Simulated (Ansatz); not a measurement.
**C2H3ClIInO: ionisation energy by level of theory**

One table from this session's results is given with a row withheld; the runs are named, their logs left out.

Computed with Ansatz 0.2.0, Gaussian basis. Level: unrestricted cation, the program's frozen cores in correlated methods.

Levels to be run: UKS PBE-D4/def2-TZVPP; UKS r2SCAN-D4/def2-TZVPP; UKS PBE0-D4/def2-TZVPP; UKS B3LYP-D4/def2-TZVPP; UKS wB97X-V/def2-TZVPP; UKS wB97M-V/def2-TZVPP; UKS B2PLYP/def2-TZVPP; UHF-CCSD(T)/def2-TZVPP; UHF-MP2/def2-QZVPP; extrapolation to the limit; then −ε(HOMO) from the neutral's earlier runs with LDA (SPW92), PBE-D4, revPBE-D4, BLYP-D4, r2SCAN-D4, B97M-V, PBE0-D4, B3LYP-D4, r2SCANh-D4, r2SCAN0-D4, HSE06-D4, BHLYP-D4, CAM-B3LYP-D4, LC-ωPBE, ωB97X-V, ωB97M-V.

## Structure used throughout

All runs share one geometry, relaxed beforehand with PBE0-D4 in a triple-zeta def2 set. I, In take the def2 core potential; no spin-orbit term is included.

SMILES `C=[C](I)[In]([OH])[Cl]`, 9 atoms, charge 0, spin multiplicity 1.

Atoms are counted from 1 here; the program's logs count them from 0.

Bond lengths: C1–C2 1.326 Å, C1–H7 1.086 Å, C1–H8 1.087 Å, C2–I3 2.100 Å, C2–In4 2.123 Å, In4–O5 1.967 Å, In4–Cl6 2.319 Å, O5–H9 0.961 Å. Angles: C2–C1–H7 123.1°, C2–C1–H8 120.0°, H7–C1–H8 116.9°, C1–C2–I3 120.6°, C1–C2–In4 122.7°, I3–C2–In4 116.7°, C2–In4–O5 127.7°, C2–In4–Cl6 118.4°, O5–In4–Cl6 113.8°, In4–O5–H9 112.0°.

Set-up of the first run:

Input file in.yaml:

```yaml
crystal:
  periodic: [false, false, false]
  atoms:
    - {symbol: C, position_ang: [0.763547, -1.573369, -0.758965]}
    - {symbol: C, position_ang: [0.602668, -0.615446, 0.143804]}
    - {symbol: I, position_ang: [1.774019, -0.579097, 1.886285]}
    - {symbol: In, position_ang: [-0.823331, 0.941370, -0.077913]}
    - {symbol: O, position_ang: [-1.186103, 2.426801, 1.158990]}
    - {symbol: Cl, position_ang: [-2.150333, 0.961105, -1.979492]}
    - {symbol: H, position_ang: [1.491094, -2.373214, -0.652624]}
    - {symbol: H, position_ang: [0.151081, -1.581846, -1.657413]}
    - {symbol: H, position_ang: [-0.622642, 2.393685, 1.937336]}
basis:
  gaussian: {orbitals: def2-TZVPP}
total_charge: 1
magnetization: {spin_polarized: true, initial_magnetization: 1}
hamiltonian: {xc: pbe, dispersion: d4}
```

Run with:

```
$ ansatz run in.yaml --threads 2 --pin off --events-out ev --progress --plain --max-ram 31744MiB --backend cuda --devices 0, --max-vram 18GiB
```

Steps of the session up to this table: Cation, UKS PBE-D4/def2-TZVPP; Cation, UKS r2SCAN-D4/def2-TZVPP; Cation, UKS PBE0-D4/def2-TZVPP; Cation, UKS B3LYP-D4/def2-TZVPP; Cation, UKS wB97X-V/def2-TZVPP; Cation, UKS wB97M-V/def2-TZVPP; Cation, UKS B2PLYP (frozen core)/def2-TZVPP; Cation, UHF-CCSD(T)/def2-TZVPP; Cation, UHF-MP2/def2-QZVPP.

One of the session's tables, all rows but one given; the rest of the session is left out.

It belongs to the step «Ionisation energies side by side». Orbital estimates, from the neutral's runs:

```
  functional  −ε(HOMO) (eV)
 LDA (SPW92)           6.67
      PBE-D4           6.47
   revPBE-D4           6.41
     BLYP-D4           6.29
   r2SCAN-D4           6.72
      B97M-V           6.69
     PBE0-D4           7.54
    B3LYP-D4           7.31
  r2SCANh-D4           7.11
  r2SCAN0-D4              ?
    HSE06-D4           7.15
    BHLYP-D4           8.44
CAM-B3LYP-D4           8.77
     LC-ωPBE          10.10
     ωB97X-V           9.75
     ωB97M-V           9.63
```

Q: Estimate the row for r2SCAN0-D4 from the others.

Worked estimate for «−ε(HOMO) (eV)». Against the share of exact exchange, r2SCAN-D4 (0, 6.72), r2SCANh-D4 (0.1, 7.11) give a slope of 3.90 per unit share; at 0.25 the line stands at 7.69.

As computed: −ε(HOMO) (eV): 7.71. In «−ε(HOMO) (eV)» the line misses by -0.02.
